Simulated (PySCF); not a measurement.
# C7H17InO (InEt2(OiPr)): the cost of one run

Computed with PySCF 2.14.0, with density-fitted response routines of our own, on a single molecule in the gas phase. Atoms are numbered from 0 throughout.

**1. Starting geometry**

26 atoms, charge 0, multiplicity 1; geometry from: GFN2-xTB. The atoms were then displaced at random by about 0.03 Å, so the start is not that level's minimum.

Bonds of the start (Å): In0–C1 2.19, In0–C8 2.42, In0–O15 1.93, C1–C2 1.50, C1–H3 1.14, C1–H4 1.12, C2–H5 1.14, C2–H6 1.08, C2–H7 1.03, C8–C9 1.50, C8–H10 1.13, C8–H11 1.09, C9–H12 1.18, C9–H13 1.09, C9–H14 1.06, O15–C16 1.40, C16–C17 1.56, C16–C18 1.51, C16–H19 1.17, C17–H20 1.10, C17–H21 1.08, C17–H22 1.00, C18–H23 1.13, C18–H24 1.13, C18–H25 1.10.

**2. Optimising the geometry at PBE0-D3(BJ)/def2-SVP**

What the job is given:

```
{"job": {"xc": "PBE0", "basis": "def2-SVP", "d3": "d3bj", "grid": 1, "maxiter": 40, "shake": 0.03, "kind": "geom"}, "charge": 0, "multiplicity": 1}
In     0.879640     0.859120     0.192560
C      3.028930     0.623470     0.563320
C      3.233890    -0.799000     0.983130
H      3.451580     1.366490     1.316590
H      3.555730     0.843780    -0.394540
H      4.353530    -0.973850     1.095200
H      2.850480    -0.994110     1.973120
H      2.921550    -1.471750     0.267100
C     -0.815140     2.580440     0.245340
C     -1.656850     2.447460     1.479530
H     -1.445340     2.384790    -0.675980
H     -0.318760     3.544910     0.131960
H     -2.550370     3.211650     1.405600
H     -2.134230     1.465780     1.561240
H     -1.057700     2.611340     2.339310
O      0.048770    -0.848620    -0.133170
C     -1.189880    -1.141830    -0.716320
C     -1.590990    -2.609200    -0.369760
C     -1.192990    -0.975590    -2.217920
H     -2.050760    -0.501050    -0.259780
H     -0.868340    -3.290870    -0.845710
H     -2.520550    -2.931510    -0.817080
H     -1.550400    -2.734220     0.625960
H     -0.950200     0.100970    -2.453960
H     -0.382830    -1.623210    -2.670340
H     -2.190160    -1.139470    -2.655450
```

On the command line:

```sh
$ OMP_NUM_THREADS=2 python probes_run.py task.json out
```

This one command runs all jobs of the session in turn.

Q: Estimate the wall time and peak memory of this first job on 2 threads of AMD EPYC 9R45, shared host.

About 82 s, with a peak of 1.2 GiB.
